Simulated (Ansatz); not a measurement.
Pt3Rh under changes of volume

One of the cells (15.030 Å³/atom); the others are scaled copies at fixed shape and fractional positions:

```xyz
4
Lattice="-1.9560 1.9560 3.9285 1.9560 -1.9560 3.9285 1.9560 1.9560 -3.9285" Properties=species:S:1:pos:R:3 pbc="T T T"
Pt    0.0000    0.0000    3.9285
Pt    1.9560    0.0000    1.9642
Pt    0.0000    1.9560    1.9642
Rh    0.0000    0.0000    0.0000
```

The cell comes from a database or a generator and needn't be the stable form of this composition.

```yaml
Program: Ansatz 0.2.0
Functional: PBEsol
Potentials_or_basis: all-electron LAPW, scalar-relativistic
Cutoff: 272 eV (chosen from the basis error)
Basis_error_allowed: 0.001 eV/atom
k_mesh: 10 × 10 × 10
Occupations: fermi-dirac, width 0.05 eV
Spin: no spin polarisation
```

| volume (Å³/atom) | energy over the lowest point (meV/atom) | pressure (GPa) |
| --- | --- | --- |
| 14.128 | 17.17 | 11.5 |
| 14.429 | ? | ? |
| 14.729 | 0.00 | -1.6 |
| 15.030 | 8.30 | -6.9 |
| 15.331 | 26.05 | -11.6 |
| 15.631 | 52.08 | -15.8 |
| 15.932 | 85.34 | -19.4 |

**Question.** What does the run at 14.429 Å³/atom give?

**Answer.** Energy over the lowest point 2.46 meV/atom; pressure 4.6 GPa.

Worked out: A Birch-Murnaghan fit of order 3 (a polynomial in V^(-2/3)) to the other rows has its minimum at 14.64 Å³/atom with B0 = V·E''(V) = 290 GPa and B' = 5.4 at fixed shape and positions, which overstates the stiffness. It gives 2.44 meV/atom at 14.429 Å³/atom, against the run's 2.46, and -dE/dV = 4.4 GPa, against 4.6.

Energies are extrapolated to zero smearing.
